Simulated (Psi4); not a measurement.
# BLYP/def2-TZVPPD run of KCl (SMILES [Cl][K])

Aim: the vertical singlet–triplet gap of KCl at BLYP/def2-TZVPPD, from 2 runs. 

The calculation is run with Psi4 1.11.

### 1 Starting point

KCl has 2 atoms, charge 0, and is taken as a singlet. SMILES: `[Cl][K]`. The coordinates come from a PBE0-D4/def2-TZVP relaxation.

Bond lengths: Cl1–K2 2.684 Å.

### 2 The energy at BLYP/def2-TZVPPD

The input, clk.xyz:

```xyz
2
ClK
Cl     1.142550    -0.405560     0.575750
K     -1.142550     0.405560    -0.575750
```

The input, clk_ase.py:

```python
import numpy as np
from ase.calculators.psi4 import Psi4
from ase.io import read

atoms = read('clk.xyz')
calc = Psi4(atoms=atoms, method='blyp', basis='def2-TZVPPD', memory='2200MB', num_threads=1, charge=0, multiplicity=1, label='psi4-calc', reference='rks')
calc.psi4.set_options({'puream': True, 'e_convergence': 1e-09, 'd_convergence': 1e-08, 'scf_type': 'pk', 'dft_radial_points': 99, 'dft_spherical_points': 590})
atoms.calc = calc

print(f'energy: {atoms.get_potential_energy():.6f} eV')
```

Run with:

```
$ python clk_ase.py
```

psi4-calc.dat, shortened:

```text
[...]
  Running in c1 symmetry.
[...]
  Nuclear repulsion =   63.675166553815153
[...]
  Multiplicity = 1
[...]
  Nalpha       = 18
  Nbeta        = 18
[...]
    Number of basis functions: 87
[...]
   @RKS iter   1: -1060.07407319422555   -1.98542e-01   6.39824e-03 DIIS/ADIIS
[...]
   @RKS iter  12: -1060.21013625907199   -2.27374e-12   1.52508e-09 DIIS
[...]
    Orbital Energies [Eh]
    ---------------------
    Doubly Occupied:
       1A   -128.904013     2A   -100.585927     3A    -12.891071
       4A    -10.307762     5A    -10.307762     6A    -10.307091
       7A     -9.034657     8A     -6.859132     9A     -6.858796
      10A     -6.858796    11A     -1.285180    12A     -0.693395
      13A     -0.693395    14A     -0.691962    15A     -0.591210
      16A     -0.180580    17A     -0.172307    18A     -0.172307
[...]
  @RKS Final Energy: -1060.21013625907199
   => Energetics <=
    Nuclear Repulsion Energy =             63.6751665538151528
    One-Electron Energy =               -1589.0573983986519124
    Two-Electron Energy =                 526.9575052460047573
    DFT Exchange-Correlation Energy =     -61.7854096602400134
    Empirical Dispersion Energy =           0.0000000000000000
    VV10 Nonlocal Energy =                  0.0000000000000000
    Total Energy =                      -1060.2101362590719873
[...]
 Multipole Moments:
 ------------------------------------------------------------------------------------
     Multipole            Electronic (a.u.)      Nuclear  (a.u.)        Total (a.u.)
 ------------------------------------------------------------------------------------
 L = 1.  Multiply by 2.5417464519 to convert [e a0] to [Debye]
 Dipole X            :         -3.2275746           -0.1182862           -3.3458608
 Dipole Y            :          1.1456611            0.0419869            1.1876481
 Dipole Z            :         -1.6264287           -0.0596064           -1.6860351
 Magnitude           :                                                    3.9303953
[...]
```

Standard output:

```text
energy: -28849.787285 eV
```

Run time: 7.2 s. Hardware: 1 thread of Intel Xeon Platinum 8259CL at 2.50GHz (Skylake/Cascade Lake), shared host; peak memory 0.61 GiB.

### 3 The triplet: energy and gradient at UBLYP/def2-TZVPPD

The input, input.dat:

```
memory 2200 MB

molecule molecule1 {
  0 3
  Cl     1.142550    -0.405560     0.575750
  K     -1.142550     0.405560    -0.575750
  symmetry c1
}

set {
  reference uks
  puream true
  e_convergence 1e-09
  d_convergence 1e-08
  scf_type pk
  dft_radial_points 99
  dft_spherical_points 590
  maxiter 100
}

result = gradient('blyp/def2-TZVPPD')
```

Run with:

```
$ psi4 -n 1 input.dat output.dat
```

output.dat, shortened:

```text
[...]
  Running in c1 symmetry.
[...]
  Nuclear repulsion =   63.675166553815146
[...]
  Multiplicity = 3
[...]
  Nalpha       = 19
  Nbeta        = 17
[...]
    Number of basis functions: 87
[...]
   @UKS iter   1: -1060.00971185253161   -1.46831e-01   3.73503e-03 DIIS/ADIIS
[...]
   @UKS iter  12: -1060.03992751177907   -2.50111e-12   9.39343e-09 DIIS
[...]
   @S^2 Observed:                2.002512112E+00
[...]
  @UKS Final Energy: -1060.03992751177907
   => Energetics <=
    Nuclear Repulsion Energy =             63.6751665538151457
    One-Electron Energy =               -1585.6786612655091631
    Two-Electron Energy =                 523.6059688699444905
    DFT Exchange-Correlation Energy =     -61.6424016700295283
    Empirical Dispersion Energy =           0.0000000000000000
    VV10 Nonlocal Energy =                  0.0000000000000000
    Total Energy =                      -1060.0399275117790694
[...]
 Multipole Moments:
 ------------------------------------------------------------------------------------
     Multipole            Electronic (a.u.)      Nuclear  (a.u.)        Total (a.u.)
 ------------------------------------------------------------------------------------
 L = 1.  Multiply by 2.5417464519 to convert [e a0] to [Debye]
 Dipole X            :         -0.0000021           -0.0000000           -0.0000021
 Dipole Y            :          0.0000022           -0.0000000            0.0000022
 Dipole Z            :          0.8128386           -0.1389513            0.6738873
 Magnitude           :                                                    0.6738873
[...]
  -Total Gradient:
     Atom            X                  Y                   Z
    ------   -----------------  -----------------  -----------------
       1       -0.000000010380     0.000000011004    -0.032771845869
       2        0.000000010383    -0.000000011006     0.032762369626
[...]
```

Run time: 15 s. Hardware: 1 thread of Intel Xeon Platinum 8259CL at 2.50GHz (Skylake/Cascade Lake), shared host; peak memory 0.57 GiB.

### 4 Results

Level: BLYP/def2-TZVPPD.

| quantity | value |
| --- | --- |
| singlet: total energy | -1060.21014 Eh |
| singlet: dipole moment | 9.99 D |
| singlet: HOMO energy | -4.69 eV |
| singlet: LUMO energy | -1.93 eV |
| singlet: HOMO–LUMO gap | 2.76 eV |
| triplet: total energy | -1060.03993 Eh |
| triplet: dipole moment | 1.71 D |
| triplet: HOMO energy (highest over α and β) | -2.18 eV |
| triplet: ⟨S²⟩ | 2.003 |
| triplet: largest force on an atom | 1.685 eV/Å |
| vertical energy of the triplet above the singlet | 4.632 eV |

What this shows: At this shape the triplet lies 4.63 eV (107 kcal/mol) above the singlet.
